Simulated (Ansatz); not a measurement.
# AgRh in Ansatz: the effect of functional

AgRh:

```
Ag Rh
1.0
     2.81414    0.00000    0.00000
    -1.40707    2.43712    0.00000
     0.00000    0.00000    4.87188
Ag Rh
1 1
Direct
  0.00000 0.00000 0.50000
  0.66667 0.33333 0.00000
```

The cell comes from a database or a generator and needn't be the stable form of this composition.

The cell isn't the ideal one: volume scaled by 1.04.

Alike in all runs:

| Property | Result |
| --- | --- |
| Program | Ansatz 0.2.0 |
| Task | single point |
| Potentials or basis | Ansatz PAW |
| k mesh | 11 × 11 × 6 |
| Occupations | fermi-dirac, width 0.05 eV |
| Spin | no spin polarisation |

```csv
functional,cutoff,pressure (GPa)
LDA,420 eV (not typed: the program's choice for these potentials),-19.8
r2SCAN,500 eV (not typed: the program's choice for these potentials),?
PBE,420 eV (not typed: the program's choice for these potentials),-7.4
```

Q: What does the run with functional r2SCAN give?

A: Pressure -11.4 GPa.

Caveats: the PAW data sets come from PBE, with cores solved anew for the run's functional, which leaves a small shift of forces and pressure (some runs).
